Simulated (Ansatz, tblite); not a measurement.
# Si(OMe)2Me2 (C₄H₁₂O₂Si): one state, many levels

How do method and basis change the picture of Si(OMe)2Me2 (C₄H₁₂O₂Si) (singlet)?

Method: as each input shows; program: Ansatz 0.2.0, Gaussian basis.

Levels to be run: GFN1-xTB, GFN2-xTB, PBE-D4/def2-TZVP, r2SCAN-D4/def2-TZVP, LC-ωPBE/def2-TZVP, B3LYP-D4/def2-TZVP, B2PLYP/def2-TZVP, PBE-D4/def2-SVP, PBE0-D4/def2-SVP, CCSD(T)/def2-SVP, MP2/def2-TZVP.

2 further runs of the same task are left out: 2 set aside as unsound or not needed. Runs told in other sessions of the task aren't counted.

### 1 The relaxed structure

The geometry is that of the singlet, from an earlier relaxation (B3LYP-D4/def2-SVP).

19 atoms, charge 0, spin multiplicity 1.

Bond lengths: C1–O5 1.409 Å, C1–H8 1.105 Å, C1–H9 1.102 Å, C1–H10 1.107 Å, C2–O6 1.403 Å, C2–H11 1.107 Å, C2–H12 1.102 Å, C2–H13 1.108 Å, C3–Si7 1.878 Å, C3–H14 1.103 Å, C3–H15 1.102 Å, C3–H16 1.102 Å, C4–Si7 1.866 Å, C4–H17 1.102 Å, C4–H18 1.101 Å, C4–H19 1.103 Å, O5–Si7 1.661 Å, O6–Si7 1.674 Å. Angles: O5–C1–H8 111.7°, O5–C1–H9 108.8°, O5–C1–H10 111.9°, H8–C1–H9 108.4°, H8–C1–H10 108.1°, H9–C1–H10 107.8°, O6–C2–H11 112.2°, O6–C2–H12 109.1°, O6–C2–H13 112.4°, H11–C2–H12 107.6°, H11–C2–H13 107.7°, H12–C2–H13 107.7°, Si7–C3–H14 111.6°, Si7–C3–H15 111.1°, Si7–C3–H16 110.8°, H14–C3–H15 107.5°, H14–C3–H16 107.6°, H15–C3–H16 108.0° and more.

PBE0-D4/def2-TZVP was run before; its log isn't repeated, and its numbers join the tables.

### 2 GFN1-xTB

Tight binding, by tblite at 300 K electronic temperature and without a spin-polarisation term:

```python
tblite.interface.Calculator('GFN1-xTB', numbers, positions, charge=0, uhf=0).singlepoint()
```

Energy -715.9887 eV, HOMO -11.25 eV, LUMO -3.96 eV; 0.009 s.

### 3 GFN2-xTB

Tight binding, by tblite at 300 K electronic temperature and without a spin-polarisation term:

```python
tblite.interface.Calculator('GFN2-xTB', numbers, positions, charge=0, uhf=0).singlepoint()
```

Energy -669.6359 eV, HOMO -10.51 eV, LUMO -3.21 eV; 0.007 s.

### 4 PBE-D4/def2-TZVP

start.molden holds the orbitals of an earlier run on this state, given as this run's starting guess.

in.yaml reads:

```yaml
crystal:
  periodic: [false, false, false]
  atoms:
    - {symbol: C, position_ang: [0.927819, 0.289551, 2.511688]}
    - {symbol: C, position_ang: [1.430821, -0.184747, -1.992538]}
    - {symbol: C, position_ang: [-1.049907, 1.492459, -0.195354]}
    - {symbol: C, position_ang: [-1.478035, -1.582480, -0.382783]}
    - {symbol: O, position_ang: [-0.018896, -0.426187, 1.753019]}
    - {symbol: O, position_ang: [1.159971, -0.334284, -0.624335]}
    - {symbol: Si, position_ang: [-0.326308, -0.208251, 0.135209]}
    - {symbol: H, position_ang: [1.928256, 0.265665, 2.044022]}
    - {symbol: H, position_ang: [1.000447, -0.168226, 3.511226]}
    - {symbol: H, position_ang: [0.635437, 1.348940, 2.644652]}
    - {symbol: H, position_ang: [0.928755, -0.958536, -2.605345]}
    - {symbol: H, position_ang: [2.516363, -0.281071, -2.157454]}
    - {symbol: H, position_ang: [1.118938, 0.805122, -2.379189]}
    - {symbol: H, position_ang: [-1.270759, 1.638938, -1.265919]}
    - {symbol: H, position_ang: [-0.351433, 2.288149, 0.111539]}
    - {symbol: H, position_ang: [-1.991223, 1.633071, 0.360578]}
    - {symbol: H, position_ang: [-2.425090, -1.534944, 0.178575]}
    - {symbol: H, position_ang: [-1.015930, -2.563741, -0.190840]}
    - {symbol: H, position_ang: [-1.719235, -1.519428, -1.456740]}
basis:
  gaussian: {orbitals: def2-TZVP, initial_orbitals: start.molden}
hamiltonian: {xc: pbe, dispersion: d4}
scf: {omitted_lower_state_checks: [starts]}
output: {forces: true, orbitals: {seedname: orbitals}}
```

Run with:

```
$ ansatz run in.yaml --threads 4 --pin off --events-out ev --progress --plain --max-ram 4787MiB
```

The runs that follow: r2SCAN-D4/def2-TZVP; LC-ωPBE/def2-TZVP; B3LYP-D4/def2-TZVP; B2PLYP/def2-TZVP; PBE-D4/def2-SVP; PBE0-D4/def2-SVP; CCSD(T)/def2-SVP; MP2/def2-TZVP.

Before running them: what should the planned runs give, taken together? Wanted: gap in def2-TZVP, named functionals, smallest and largest; correlation energy, CCSD(T)/def2-SVP; correlation energy, MP2/def2-TZVP; binding an atom, CCSD(T)/def2-SVP; PBE0 total energy, smallest basis above largest.

**Answer**, as computed:

```
                                                 quantity                                 value
gap in def2-TZVP, named functionals, smallest and largest  6.28 eV (PBE-D4), 13.31 eV (LC-ωPBE)
                     correlation energy, CCSD(T)/def2-SVP                             -31.18 eV
                        correlation energy, MP2/def2-TZVP                             -34.45 eV
                        binding an atom, CCSD(T)/def2-SVP                              3.854 eV
          PBE0 total energy, smallest basis above largest        12.62 eV (def2-SVP, def2-TZVP)
```

What this shows: Orbital gaps of the named functionals in def2-TZVP span 6.28 eV (PBE-D4) to 13.31 eV (LC-ωPBE); exact exchange widens it. The functionals in def2-TZVP miss CCSD(T)/def2-SVP by +0.188 (LC-ωPBE) to +0.260 eV (PBE-D4) an atom. The yardstick is in a double-zeta basis, so levels in larger sets aren't compared like for like. The reference is CCSD(T) in one finite basis, so it carries an error of its own, often a tenth of an eV or more, and near misses can't be ranked.
